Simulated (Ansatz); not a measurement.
# Pd2PtS6: the cost of one run

Program: Ansatz 0.2.0. Level of theory: DFT PBE, scalar-relativistic, plane waves, PAW. These are calculated values, not measurements.

1 further run of the same task is left out (it didn't finish).

## 1. The system as given

It takes space group P-31m (No. 162, trigonal). Conventional cell: a = 6.171 Å, b = 6.171 Å, c = 6.273 Å, α = 90.00°, β = 90.00°, γ = 120.00°. Around Pd (site symmetry 32) lie 6 S at 2.40 Å. Pt (site symmetry -3m) is surrounded by 6 S at 2.40 Å. Around S (site symmetry m) lie 1 Pt at 2.40 Å and 2 Pd at 2.40 Å.

Coordinates:

```
Pd Pt S
1.0
     6.17050    0.00000    0.00000
    -3.08525    5.34381    0.00000
     0.00000    0.00000    6.27309
Pd Pt S
2 1 6
Direct
  0.66667 0.33333 0.00000
  0.33333 0.66667 0.00000
  0.00000 0.00000 0.00000
  0.66688 0.66688 0.19700
  0.33312 0.00000 0.19700
  0.00000 0.33312 0.19700
  0.00000 0.66688 0.80300
  0.66688 0.00000 0.80300
  0.33312 0.33312 0.80300
```

The cell was relaxed beforehand at this level, from a generated guess; it needn't be the stable form of this composition. At a tolerance of 0.02 Å it has space group P-31m (No. 162); it has 22.98 Å³/atom, an uncorrected energy of -0.25 eV/atom over the elements.

## 2. Static run: bands, density of states and charges

Contents of input.yaml:

```yaml
crystal:
  lattice:
    - [6.1705039395, 2.89e-08, 0.0]
    - [-3.0852519948, 5.3438131513, 0.0]
    - [0.0, 0.0, 6.273094]
  atoms:
    - { symbol: Pd, position: [0.6666666667, 0.3333333333, 0.0] }
    - { symbol: Pd, position: [0.3333333333, 0.6666666667, 0.0] }
    - { symbol: Pt, position: [0.0, 0.0, 0.0] }
    - { symbol: S, position: [0.666883, 0.666883, 0.196996] }
    - { symbol: S, position: [0.333117, 0.0, 0.196996] }
    - { symbol: S, position: [0.0, 0.333117, 0.196996] }
    - { symbol: S, position: [0.0, 0.666883, 0.803004] }
    - { symbol: S, position: [0.666883, 0.0, 0.803004] }
    - { symbol: S, position: [0.333117, 0.333117, 0.803004] }
basis:
  ecutwfc: 420
kpoints:
  mp_grid: { grid: [6, 6, 6] }
  band_path:
    path:
      - [[0.0, 0.0, 0.0], [0.5, 0.0, 0.0], [0.33333333, 0.33333333, 0.0], [0.0, 0.0, 0.0], [0.0, 0.0, 0.5], [0.5, 0.0, 0.5], [0.33333333, 0.33333333, 0.5], [0.0, 0.0, 0.5]]
      - [[0.5, 0.0, 0.5], [0.5, 0.0, 0.0]]
      - [[0.33333333, 0.33333333, 0.5], [0.33333333, 0.33333333, 0.0], [0.33333333, 0.33333333, -0.5]]
    npoints: 14
hamiltonian:
  xc: pbe
scf:
  occupations: { method: gaussian, width: 0.02 }
  n_extra_bands: 22
output:
  forces: true
  stress: true
  eigenvalues: true
  populations: true
  dos: { projected: true, de: 0.02, nscf_kmesh: { grid: [9, 9, 9] } }
  bader: true
  write_density: true
  write_potential: true
  elf: true
  volumetric_format: npy
```

Command:

```
$ ansatz run input.yaml --threads 4 --pin off --max-ram 8192MiB --backend cpu --events-out ev --progress --plain --runs-dir out
```

**Question.** How long does this run take on 4 threads of Arm Neoverse V1, shared host, and how much memory does it need?

About 60 s, with a peak of 1.3 GiB.
